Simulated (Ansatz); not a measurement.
# GaH₂+ (singlet): the correlation ladder, cc-pVQZ

One table from this session's results is given with a row withheld; the runs are named, their logs left out.

The runs use Ansatz 0.2.0, Gaussian basis; cc-pVQZ, core rule «outside noble gas», up to 14 orbitals frozen.

To be run: UHF; CCSD(T) on RHF; CCSD(T) on UHF; BCCD(T) on RHF; CCSDT(Q) on RHF; CCSDT(Q) on UHF; Full CI.

9 further runs of the same task are left out: 5 for a known fault of the program, 4 set aside as unsound or not needed.

## The system

The geometry is a PBE0/def2-TZVP stationary point (not a proven minimum) of the parent state, kept for this charge and spin. No spin-orbit coupling is included. The filled d shell of Ga may be among the frozen orbitals whatever the setting's name suggests; the logs give the count.

3 atoms, charge 1, spin multiplicity 1.

Atoms are counted from 1 here; the program's logs count them from 0.

Bond lengths: Ga1–H2 1.768 Å, Ga1–H3 1.768 Å. Angles: H2–Ga1–H3 71.9°.

The first run:

The input, in.yaml:

```yaml
crystal:
  periodic: [false, false, false]
  atoms:
    - {symbol: Ga, position_ang: [0.000000, 0.000000, -0.040218]}
    - {symbol: H, position_ang: [0.000000, 1.038252, 1.391008]}
    - {symbol: H, position_ang: [0.000000, -1.038252, 1.391008]}
basis:
  gaussian: {orbitals: cc-pVQZ}
total_charge: 1
magnetization: {spin_polarized: true, initial_magnetization: 0}
hamiltonian: {xc: hf}
output: {orbitals: {seedname: orbitals}}
```

Run with:

```
ansatz run in.yaml --threads 1 --pin off --events-out ev --progress --plain --max-ram 4096MiB --backend cpu
```

Steps of the session up to this table: UHF; CCSD(T) on RHF; CCSD(T) on UHF; BCCD(T) on RHF; CCSDT(Q) on RHF; CCSDT(Q) on UHF; Full CI.

One table of the session follows, with a row left open; its other results are not shown here.

```
   method  from FCI (kJ/mol)
      RHF             +285.4
     RMP2                  ?
    RCCSD               +9.8
 RCCSD(T)               +2.0
  BCCD(T)               +2.1
   RCCSDT                0.0
RCCSDT(Q)               -0.1
      FCI                  0
```

**Question.** Estimate the row for RMP2.

The run gave: from FCI (kJ/mol): +85.0. In the column «from FCI (kJ/mol)» it lies between RCCSD (+9.8) and RHF (+285.4).

Left out of the table: UHF, UMP2, UCCSD, UCCSD(T), UCCSDT, UCCSDT(Q) (another determinant or state than the rows shown).
